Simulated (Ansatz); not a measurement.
# HPbNO4 (P1) in Ansatz: convergence with k mesh

Aim: find how far k mesh must go before the results for HPbNO4 settle, at PBE. This setting moves, with any that are tied to it; all else stays.

Everything below comes from runs of Ansatz 0.2.0. Logs are shortened: lines on timing, memory, paths and dates and some standing lists are left out, and cuts for length are marked.

## Step 1: The structure

The typed cell holds 7 atoms: a = 3.858 Å, b = 5.535 Å, c = 6.055 Å, α = 106.62°, β = 93.97°, γ = 90.45°.

The cell was built by a generator and needn't be a form met in nature.

## Step 2: With k mesh 2 × 2 × 2

input.yaml

```yaml
crystal:
  lattice:
    - [3.85404, 0.14384, 0.09012]
    - [-0.2532, 5.52698, 0.16471]
    - [-0.48197, -1.9272, 5.72025]
  atoms:
    - { symbol: H, position: [0.10913, 0.65718, 0.54463] }
    - { symbol: Pb, position: [0.61029, 0.52127, 0.151] }
    - { symbol: "N", position: [0.9158, 0.96263, 0.95867] }
    - { symbol: O, position: [0.01384, 0.13639, 0.88084] }
    - { symbol: O, position: [0.72398, 0.01057, 0.12858] }
    - { symbol: O, position: [0.00389, 0.73732, 0.87043] }
    - { symbol: O, position: [0.11927, 0.59324, 0.37651] }
hamiltonian:
  xc: pbe
  pseudopotentials: { kind: paw, azcp: { folder: soft_1 } }
kpoints:
  mp_grid: { grid: [2, 2, 2] }
scf:
  occupations: { method: fermi_dirac, width: 0.05 }
output:
  forces: true
  stress: true
  eigenvalues: true
```

Potentials or basis: Ansatz PAW soft_1.

On the command line:

```bash
ansatz run input.yaml --threads 8 --pin off --max-ram 20480MiB --backend cpu --events-out ev --progress --plain --runs-dir out
```

It took 0.35 s on 8 threads of Intel Xeon 6975P-C (Granite Rapids), shared host; peak memory 0.44 GiB.

What came out:

```yaml
Free_energy: -14573.8429 eV
Pressure: 0.1 GPa
Largest_force: 0.128 eV/Å
Band_gap_on_the_k_mesh: 3.12 eV, indirect (least direct gap 3.18 eV)
```

## Step 3: With k mesh 3 × 2 × 2

Edit input.yaml of step 2 so:

```diff
@@ -17,3 +17,3 @@
 kpoints:
-  mp_grid: { grid: [2, 2, 2] }
+  mp_grid: { grid: [3, 2, 2] }
 scf:
```

Potentials or basis: Ansatz PAW soft_1.

On the command line:

```bash
ansatz run input.yaml --threads 8 --pin off --max-ram 20480MiB --backend cpu --events-out ev --progress --plain --runs-dir out
```

Run time: 0.41 s. Hardware: 8 threads of Intel Xeon 6975P-C (Granite Rapids), shared host; peak memory 0.44 GiB.

Results:

```yaml
Free_energy: -14573.8567 eV
Pressure: 0.1 GPa
Largest_force: 0.063 eV/Å
Band_gap_on_the_k_mesh: 3.19 eV, indirect (least direct gap 3.29 eV)
```

## Step 4: With k mesh 3 × 3 × 2

Edit input.yaml of step 3 so:

```diff
@@ -17,3 +17,3 @@
 kpoints:
-  mp_grid: { grid: [3, 2, 2] }
+  mp_grid: { grid: [3, 3, 2] }
 scf:
```

On the command line:

```bash
ansatz run input.yaml --threads 8 --pin off --max-ram 20480MiB --backend cpu --events-out ev --progress --plain --runs-dir out
```

Run time: 0.5 s. Hardware: 8 threads of Intel Xeon 6975P-C (Granite Rapids), shared host; peak memory 0.46 GiB.

What came out:

```yaml
Free_energy: -14573.8754 eV
Pressure: 0.0 GPa
Largest_force: 0.025 eV/Å
Band_gap_on_the_k_mesh: 3.28 eV, indirect (least direct gap 3.37 eV)
```

## Step 5: With k mesh 4 × 3 × 3

Edit input.yaml of step 4 so:

```diff
@@ -17,3 +17,3 @@
 kpoints:
-  mp_grid: { grid: [3, 3, 2] }
+  mp_grid: { grid: [4, 3, 3] }
 scf:
```

On the command line:

```bash
ansatz run input.yaml --threads 8 --pin off --max-ram 20480MiB --backend cpu --events-out ev --progress --plain --runs-dir out
```

Wall time 0.69 s (8 threads of Intel Xeon 6975P-C (Granite Rapids), shared host); peak memory 0.49 GiB.

Results:

| Item | Value |
| --- | --- |
| Free energy | -14573.8761 eV |
| Pressure | 0.0 GPa |
| Largest force | 0.025 eV/Å |
| Band gap on the k mesh | 3.24 eV, indirect (least direct gap 3.32 eV) |

## Step 6: With k mesh 5 × 4 × 4

Edit input.yaml of step 5 so:

```diff
@@ -17,3 +17,3 @@
 kpoints:
-  mp_grid: { grid: [4, 3, 3] }
+  mp_grid: { grid: [5, 4, 4] }
 scf:
```

Potentials or basis: Ansatz PAW soft_1.

On the command line:

```bash
ansatz run input.yaml --threads 8 --pin off --max-ram 20480MiB --backend cpu --events-out ev --progress --plain --runs-dir out
```

It took 1.3 s on 8 threads of Intel Xeon 6975P-C (Granite Rapids), shared host; peak memory 0.53 GiB.

Results (log left out):

```yaml
Free_energy: -14573.8750 eV
Pressure: 0.0 GPa
Largest_force: 0.025 eV/Å
Band_gap_on_the_k_mesh: 3.15 eV, indirect (least direct gap 3.22 eV)
```

## Step 7: With k mesh 6 × 5 × 4

Edit input.yaml of step 6 so:

```diff
@@ -17,3 +17,3 @@
 kpoints:
-  mp_grid: { grid: [5, 4, 4] }
+  mp_grid: { grid: [6, 5, 4] }
 scf:
```

On the command line:

```bash
ansatz run input.yaml --threads 8 --pin off --max-ram 20480MiB --backend cpu --events-out ev --progress --plain --runs-dir out
```

Wall time 1.8 s (8 threads of Intel Xeon 6975P-C (Granite Rapids), shared host); peak memory 0.58 GiB.

Results (log left out):

```yaml
Free_energy: -14573.8751 eV
Pressure: 0.0 GPa
Largest_force: 0.025 eV/Å
Band_gap_on_the_k_mesh: 3.18 eV, indirect (least direct gap 3.25 eV)
```

## Step 8: With k mesh 8 × 6 × 5

Edit input.yaml of step 7 so:

```diff
@@ -17,3 +17,3 @@
 kpoints:
-  mp_grid: { grid: [6, 5, 4] }
+  mp_grid: { grid: [8, 6, 5] }
 scf:
```

On the command line:

```bash
ansatz run input.yaml --threads 8 --pin off --max-ram 20480MiB --backend cpu --events-out ev --progress --plain --runs-dir out
```

Wall time 3.2 s (8 threads of Intel Xeon 6975P-C (Granite Rapids), shared host); peak memory 0.7 GiB.

The run converged. Its results:

```
Free energy            : -14573.8752 eV
Pressure               : 0.0 GPa
Largest force          : 0.025 eV/Å
Band gap on the k mesh : 3.14 eV, indirect (least direct gap 3.20 eV)
```

## Step 9: With k mesh 10 × 7 × 7

Edit input.yaml of step 8 so:

```diff
@@ -17,3 +17,3 @@
 kpoints:
-  mp_grid: { grid: [8, 6, 5] }
+  mp_grid: { grid: [10, 7, 7] }
 scf:
```

Potentials or basis: Ansatz PAW soft_1.

On the command line:

```bash
ansatz run input.yaml --threads 8 --pin off --max-ram 20480MiB --backend cpu --events-out ev --progress --plain --runs-dir out
```

It took 6.4 s on 8 threads of Intel Xeon 6975P-C (Granite Rapids), shared host; peak memory 0.96 GiB.

It converged, with:

```yaml
Free_energy: -14573.8751 eV
Pressure: 0.0 GPa
Largest_force: 0.025 eV/Å
Band_gap_on_the_k_mesh: 3.15 eV, indirect (least direct gap 3.22 eV)
```

## Step 10: With k mesh 11 × 8 × 8

Edit input.yaml of step 9 so:

```diff
@@ -17,3 +17,3 @@
 kpoints:
-  mp_grid: { grid: [10, 7, 7] }
+  mp_grid: { grid: [11, 8, 8] }
 scf:
```

Potentials or basis: Ansatz PAW soft_1.

On the command line:

```bash
ansatz run input.yaml --threads 8 --pin off --max-ram 20480MiB --backend cpu --events-out ev --progress --plain --runs-dir out
```

Output:

```text
Warning: RAYON_NUM_THREADS=8 ignored (pool sized by the plan → 8); use --threads N
Engine: ansatz 0.2.0, x86_64-unknown-linux-gnu
Pseudopotentials: kind: paw
Pseudopotential: H, paw, valence charge 1, recommended cutoff 420 eV (normal), <dir>
Pseudopotential: Pb, paw, valence charge 14, recommended cutoff 420 eV (normal), <dir>
Pseudopotential: N, paw, valence charge 5, recommended cutoff 420 eV (normal), <dir>
Pseudopotential: O, paw, valence charge 6, recommended cutoff 420 eV (normal), <dir>
Functional definition: PBE
  parameter kappa = 0.804
  parameter beta = 0.06672455060314922
  exchange = pbe_x(kappa = kappa, mu = beta*pi^2/3)
  correlation = pbe_c(beta = beta)
Crystal: 7 atoms, lattice volume = 123.553 Å³
Basis set: ecut = 420 eV, 2433 PW (Γ), exchange–correlation on 54×80×90 points (8 copies of the dense FFT grid, shifted against one another)
Bands: 29, of which v1, the nominal top of the filled ones, is band 22 counted from 1 (21 counted from 0)
Symmetry: 1 space group operations
Space group: P1 (ITA 1), of the structure as read, at distance tolerance 5.0e-5 Å
k-points: 354 of 704 (time reversal used)
Non-local potential: H, projectors of the file, l = 0: 2, l = 1: 1
Non-local potential: Pb, projectors of the file, l = 0: 2, l = 1: 2, l = 2: 2, l = 3: 1
Non-local potential: N, projectors of the file, l = 0: 2, l = 1: 2, l = 2: 1
Non-local potential: O, projectors of the file, l = 0: 2, l = 1: 2, l = 2: 1
PAW form: soft (Blöchl's): semilocal exchange-correlation on the pseudo side does not see the compensation charge
PAW one-centre angular grid: H, 110 points (default); XC on 64 Gauss nodes
PAW one-centre angular grid: Pb, 590 points (default); XC on 64 Gauss nodes
PAW one-centre angular grid: N, 110 points (default); XC on 64 Gauss nodes
PAW one-centre angular grid: O, 110 points (default); XC on 64 Gauss nodes
Initial density: superposition of atomic densities (chi_scale 0.1, normalization cell, long waves kept (reshape's long-wave potential 0.19 eV rms))
Initial wavefunctions: pseudopotential atomic-orbital guess
Functional: x = pbe(κ = 0.804, μ = 0.2195149727645171), c = pbe(β = 0.06672455060314922)
SCF iter   1: F=—  HF=-14577.136326 eV  |F-HF|=—  |Δ(HF+E_count)|=         —  Δρ=9.44e-2  dr2=1.19e1  ethr=3.10e-3  ⟨swp⟩=7.6  Hψ=51104  notcnv=0
preconditioner: auto → Resta (q_TF=auto, 2.297 Å⁻¹)  ε∞=2.7  [insulator: Δε(μ)=3.356 eV  Ē_g=16.921 eV  σ=0.050 eV  W_gap=1.00  n_scr=26 (ndim 8)  ℏωp=22.2 eV  f_vac=0.233  D(μ)=0.00/eV (n_scr^D=0)  ε∞_Penn≈2.7]
SCF iter   2: F=—  HF=-14574.244399 eV  |F-HF|=—  |Δ(HF+E_count)|=    2.89e0  Δρ=4.77e-2  dr2=1.37e0  ethr=3.10e-3  ⟨swp⟩=3.4  Hψ=25796  notcnv=0  defer=942
SCF iter   3: F=—  HF=-14573.959472 eV  |F-HF|=—  |Δ(HF+E_count)|=   2.85e-1  Δρ=1.93e-2  dr2=3.78e-1  ethr=3.10e-3  ⟨swp⟩=2.6  Hψ=18648  notcnv=0  defer=634
automatic band count: iteration 3 solves 28 bands in place of 29: the levels show a gap, and the empty bands left out lie too high to hold charge; the band table lists the bands solved (type scf.n_extra_bands for more)
SCF iter   4: F=—  HF=-14573.898360 eV  |F-HF|=—  |Δ(HF+E_count)|=   6.11e-2  Δρ=9.63e-3  dr2=1.00e-1  ethr=8.60e-4  ⟨swp⟩=2.7  Hψ=13199  notcnv=0  defer=314
automatic band count: iteration 4 solves 27 bands in place of 28: the levels show a gap, and the empty bands left out lie too high to hold charge; the band table lists the bands solved (type scf.n_extra_bands for more)
SCF iter   5: F=—  HF=-14573.876780 eV  |F-HF|=—  |Δ(HF+E_count)|=   2.16e-2  Δρ=3.37e-3  dr2=1.39e-2  ethr=2.28e-4  ⟨swp⟩=3.8  Hψ=20823  notcnv=0  defer=354
SCF iter   6: F=—  HF=-14573.874679 eV  |F-HF|=—  |Δ(HF+E_count)|=   2.10e-3  Δρ=9.47e-4  dr2=1.18e-3  ethr=3.15e-5  ⟨swp⟩=2.1  Hψ=16649  notcnv=0  defer=354
SCF iter   7: F=—  HF=-14573.875121 eV  |F-HF|=—  |Δ(HF+E_count)|=   4.43e-4  Δρ=5.69e-4  dr2=3.91e-4  ethr=2.69e-6  ⟨swp⟩=2.0  Hψ=16607  notcnv=0  defer=354
SCF iter   8: F=—  HF=-14573.875124 eV  |F-HF|=—  |Δ(HF+E_count)|=   2.77e-6  Δρ=1.73e-4  dr2=3.52e-5  ethr=8.89e-7  ⟨swp⟩=2.0  Hψ=16828  notcnv=0  defer=354
SCF iter   9: F=—  HF=-14573.875136 eV  |F-HF|=—  |Δ(HF+E_count)|=   1.13e-5  Δρ=5.04e-5  dr2=3.61e-6  ethr=8.00e-8  ⟨swp⟩=2.4  Hψ=15603  notcnv=0  defer=354
SCF iter  10: F=—  HF=-14573.875137 eV  |F-HF|=—  |Δ(HF+E_count)|=   1.35e-6  Δρ=4.42e-5  dr2=2.17e-6  ethr=8.19e-9  ⟨swp⟩=2.0  Hψ=16641  notcnv=0  defer=354
SCF iter  11: F=—  HF=-14573.875136 eV  |F-HF|=—  |Δ(HF+E_count)|=   3.86e-7  Δρ=1.37e-5  dr2=2.26e-7  ethr=4.94e-9  ⟨swp⟩=2.0  Hψ=16640  notcnv=0  defer=354
SCF iter  12: F=-14573.875136 eV  HF=-14573.875136 eV  |F-HF|=5.47e-9  |Δ(HF+E_count)|=   1.36e-8  Δρ=4.48e-6  dr2=2.70e-8  ethr=2.27e-10  ⟨swp⟩=14.0  Hψ=53263  notcnv=0
SCF 1 converged in 12 iterations: F = -14573.875136 eV  dr2 = 2.70e-8
SCF converged after 12 iterations
Free energy (F): -14573.875136 eV
Harris-Foulkes:  -14573.875136 eV  (|F-HF|=5.47e-9)
Internal energy: -14573.875136 eV  (E = F + TS)
E sigma→0 (E₀):  -14573.875136 eV
Fermi energy:    2.747731 eV
--- Per-component energies (eV) ---
  E_band       = -370.032160
  E_kinetic    = 1103.341445
  E_local      = -4361.540159  (includes V_loc(G=0)·N_el)
  E_nonlocal   = 550.687101
  E_hartree    = 1688.982624
  E_xc         = -556.512662
  E_vxc        = -584.136414  (∫ρ·V_xc dr)
  E_paw        = -11167.737288  (= ΣΔE_a)
  E_vpaw       = -456.351386  (= ΣTr[D̂ρ^β])
  E_aug_tail   = 0.002937  (compensation charges beyond the density's cutoff)
  E_ewald      = -1831.099135
  E_smearing   = -0.000000  (= −TS)
  E_closure    = -0.000000  (closes the sum)
  Σ components = -14573.875136   (vs F -14573.875136, Δ=0.00e0)
--- Forces (eV/Å), atoms counted from 1 ---
  atom   1  H     -0.00190977     0.00037699     0.01039629
  atom   2  Pb    -0.00028298     0.00017946     0.00053380
  atom   3  N     -0.00098441    -0.00659487     0.00185672
  atom   4  O      0.00663769     0.02235955    -0.00774147
  atom   5  O     -0.01239240    -0.00013687     0.01362960
  atom   6  O      0.00712792    -0.01585614    -0.00833474
  atom   7  O      0.00180814    -0.00022944    -0.01039941
  max |Σ_I F_I| component: 9.87e-5 eV/Å
--- Stress (GPa, compression-positive) ---
        0.020829       0.009756      -0.003455
        0.009754       0.049426       0.027513
       -0.003455       0.027512       0.057160
  P = ⅓ Tr σ = 0.0425 GPa (0.425 kbar)
--- Band table (eV; the first three rows and the last of 354) ---
  k-point 0: bands = ["-24.4405", "-19.0598", "-18.8246", "-16.3061", "-13.8735", "-13.8547", "-13.8360", "-13.8088", "-13.7296", "-8.5796", "-6.3953", "-6.1819", "-6.0000", "-5.3645", "-1.8333", "-1.6130", "-0.9901", "-0.6861", "-0.5034", "-0.2896", "0.4947", "0.7667", "4.6808", "5.5630", "7.0235", "7.2058", "9.0531"]
  k-point 1: bands = ["-24.4404", "-19.0598", "-18.8248", "-16.3061", "-13.8735", "-13.8547", "-13.8359", "-13.8088", "-13.7289", "-8.5914", "-6.3891", "-6.1795", "-5.9897", "-5.3446", "-1.8483", "-1.7369", "-0.9780", "-0.5908", "-0.4822", "-0.2925", "0.4888", "0.7708", "4.6638", "5.4310", "7.0203", "7.4144", "9.0679"]
  k-point 2: bands = ["-24.4403", "-19.0598", "-18.8253", "-16.3062", "-13.8734", "-13.8547", "-13.8357", "-13.8088", "-13.7273", "-8.6192", "-6.3771", "-6.1742", "-5.9648", "-5.2906", "-2.0351", "-1.8142", "-0.9549", "-0.5344", "-0.3457", "-0.2787", "0.4754", "0.7799", "4.6098", "5.2033", "7.0135", "7.8510", "9.1279"]
  k-point 353: bands = ["-24.4034", "-19.0516", "-18.8690", "-16.3081", "-13.8841", "-13.8736", "-13.8400", "-13.7546", "-13.5080", "-8.4114", "-6.7549", "-6.1457", "-6.0130", "-5.0274", "-3.8894", "-1.5356", "-1.0444", "-0.7007", "-0.4065", "0.5802", "0.7058", "0.8891", "4.4175", "6.2292", "6.6812", "7.4677", "9.2873"]
```

It took 9.2 s on 8 threads of Intel Xeon 6975P-C (Granite Rapids), shared host; peak memory 1.2 GiB.

Results:

```yaml
Free_energy: -14573.8751 eV
Pressure: 0.0 GPa
Largest_force: 0.025 eV/Å
Band_gap_on_the_k_mesh: 3.14 eV, indirect (least direct gap 3.20 eV)
```

## Step 11: The series at a glance

```
    k mesh  energy less the tightest run, at zero smearing (meV/atom)  pressure (GPa)  largest force (eV/Å)  gap on the mesh (eV)  SCF cycles  CPU time (s)  peak memory (GiB)
 2 × 2 × 2                                                       4.60            0.06                 0.128                 3.118          12           1.8               0.44
 3 × 2 × 2                                                       2.63            0.10                 0.063                 3.188          12           2.1               0.44
 3 × 3 × 2                                                      -0.04            0.04                 0.025                 3.277          12           2.8               0.46
 4 × 3 × 3                                                      -0.13            0.04                 0.025                 3.236          12           4.3               0.49
 5 × 4 × 4                                                       0.02            0.04                 0.025                 3.147          12           8.9               0.53
 6 × 5 × 4                                                       0.01            0.04                 0.025                 3.178          12            13               0.58
 8 × 6 × 5                                                      -0.01            0.04                 0.025                 3.143          12            24                0.7
10 × 7 × 7                                                       0.00            0.04                 0.025                 3.155          12            49               0.96
11 × 8 × 8                                                       0.00            0.04                 0.025                 3.136          12            71                1.2
```

Against the tightest run, the energy stays within 1 meV/atom from 3 × 3 × 2 on; the pressure stays within 0.1 GPa from 2 × 2 × 2 on; the largest force stays within 0.005 eV/Å from 3 × 3 × 2 on. Not settled before the last step: the gap on the mesh (to 0.01 eV). Meshes of other sizes hit other points, so gaps and Fermi surfaces needn't settle smoothly. The tightest run that finished is the yardstick and may itself not be fully converged.

Caveats: odd divisions of the mesh miss points on the zone boundary, where band edges often lie, so the gap on the mesh can be too wide; spin-orbit coupling is left out, which as a rule narrows the gap of such compounds by several tenths of an eV.
